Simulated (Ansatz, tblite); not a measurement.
# GeH2MeCl (CH5ClGe): rung by rung

The task here is to estimate one member of a computed series from the others.

The runs use Ansatz 0.2.0, Gaussian basis; as each input shows.

Levels to be run: GFN1-xTB, GFN2-xTB, PBE-D4/def2-TZVP, r2SCAN-D4/def2-TZVP, r2SCANh-D4/def2-TZVP, B3LYP-D4/def2-TZVP, r2SCAN0-D4/def2-TZVP, PBE-QIDH/def2-TZVP, B2PLYP/def2-TZVP, LDA/def2-TZVP, HF/def2-TZVP, PBE-D4/def2-SVP, PBE0-D4/def2-SVP, HF/STO-3G, HF/6-31G, B3LYP-D4/6-31G, PBE0-D4/def2-TZVPD, PBE-D4/def2-TZVPD, r2SCAN-D4/def2-TZVPD, CCSD(T)/def2-TZVPP, MP2/def2-TZVP, RPA/def2-TZVP.

**The relaxed structure**

The singlet was relaxed beforehand with B3LYP-D4/def2-TZVP.

8 atoms, charge 0, spin multiplicity 1.

Bond lengths: Ge1–H2 1.538 Å, Ge1–H3 1.538 Å, Ge1–C4 1.953 Å, Ge1–Cl8 2.185 Å, C4–H5 1.091 Å, C4–H6 1.089 Å, C4–H7 1.089 Å. Angles: H2–Ge1–H3 110.9°, H2–Ge1–C4 112.8°, H2–Ge1–Cl8 106.2°, H3–Ge1–C4 112.8°, H3–Ge1–Cl8 106.2°, C4–Ge1–Cl8 107.5°, Ge1–C4–H5 109.8°, Ge1–C4–H6 109.7°, Ge1–C4–H7 109.8°, H5–C4–H6 109.2°, H5–C4–H7 109.2°, H6–C4–H7 109.1°.

PBE0-D4/def2-TZVP was run before; its log isn't repeated, and its numbers join the tables.

Set-up of the first run:

Tight binding, by tblite at 300 K electronic temperature and without a spin-polarisation term:

```python
tblite.interface.Calculator('GFN1-xTB', numbers, positions, charge=0, uhf=0).singlepoint()
```

Tight binding, by tblite at 300 K electronic temperature and without a spin-polarisation term:

```python
tblite.interface.Calculator('GFN2-xTB', numbers, positions, charge=0, uhf=0).singlepoint()
```

start.molden holds the orbitals of an earlier run on this state, given as this run's starting guess.

File in.yaml:

```yaml
crystal:
  periodic: [false, false, false]
  atoms:
    - {symbol: Ge, position_ang: [0.495708, -0.646446, 0.356531]}
    - {symbol: H, position_ang: [0.467985, -0.733743, 1.891396]}
    - {symbol: H, position_ang: [1.935997, -0.749295, -0.171702]}
    - {symbol: C, position_ang: [-0.453381, 0.916425, -0.329155]}
    - {symbol: H, position_ang: [0.013788, 1.827543, 0.047002]}
    - {symbol: H, position_ang: [-1.492239, 0.887091, -0.003911]}
    - {symbol: H, position_ang: [-0.420075, 0.920643, -1.417594]}
    - {symbol: Cl, position_ang: [-0.547782, -2.422208, -0.372567]}
basis:
  gaussian: {orbitals: def2-TZVP, initial_orbitals: start.molden}
hamiltonian: {xc: pbe, dispersion: d4}
scf: {omitted_lower_state_checks: [starts]}
output: {orbitals: {seedname: orbitals}}
```

Run with:

```console
$ ansatz run in.yaml --threads 4 --pin off --events-out ev --progress --plain --max-ram 3916MiB
```

Steps of the session up to this table: PBE-D4/def2-TZVP; r2SCAN-D4/def2-TZVP; r2SCANh-D4/def2-TZVP; B3LYP-D4/def2-TZVP; r2SCAN0-D4/def2-TZVP; PBE-QIDH/def2-TZVP; B2PLYP/def2-TZVP; LDA/def2-TZVP; HF/def2-TZVP; PBE-D4/def2-SVP; PBE0-D4/def2-SVP; HF/STO-3G; HF/6-31G; B3LYP-D4/6-31G; PBE0-D4/def2-TZVPD; PBE-D4/def2-TZVPD; r2SCAN-D4/def2-TZVPD; CCSD(T)/def2-TZVPP; MP2/def2-TZVP; RPA/def2-TZVP.

One table of the session follows, with a row left open; its other results are not shown here.

```
               level  HOMO (eV)  LUMO (eV)  gap (eV)
           HF/STO-3G      -9.70       8.59     18.29
            HF/6-31G     -11.65       2.81     14.45
        HF/def2-TZVP     -11.64       3.35     14.98
       LDA/def2-TZVP          ?          ?         ?
     PBE-D4/def2-SVP      -6.89      -0.61      6.28
    PBE-D4/def2-TZVP      -7.12      -0.90      6.22
   PBE-D4/def2-TZVPD      -7.18      -1.12      6.06
 r2SCAN-D4/def2-TZVP      -7.47      -0.58      6.89
r2SCAN-D4/def2-TZVPD      -7.49      -0.72      6.77
r2SCANh-D4/def2-TZVP      -7.96      -0.25      7.71
      B3LYP-D4/6-31G      -8.12      -0.40      7.72
  B3LYP-D4/def2-TZVP      -8.22      -0.24      7.98
    PBE0-D4/def2-SVP      -8.31       0.30      8.61
   PBE0-D4/def2-TZVP      -8.48       0.04      8.52
  PBE0-D4/def2-TZVPD      -8.51      -0.26      8.25
r2SCAN0-D4/def2-TZVP      -8.70       0.23      8.93
```

**Question.** Estimate the row for LDA/def2-TZVP.

The run gave: HOMO (eV): -7.24; LUMO (eV): -1.18; gap (eV): 6.06. In the column «HOMO (eV)» it lies between r2SCAN-D4/def2-TZVP (-7.47) and PBE-D4/def2-TZVPD (-7.18).
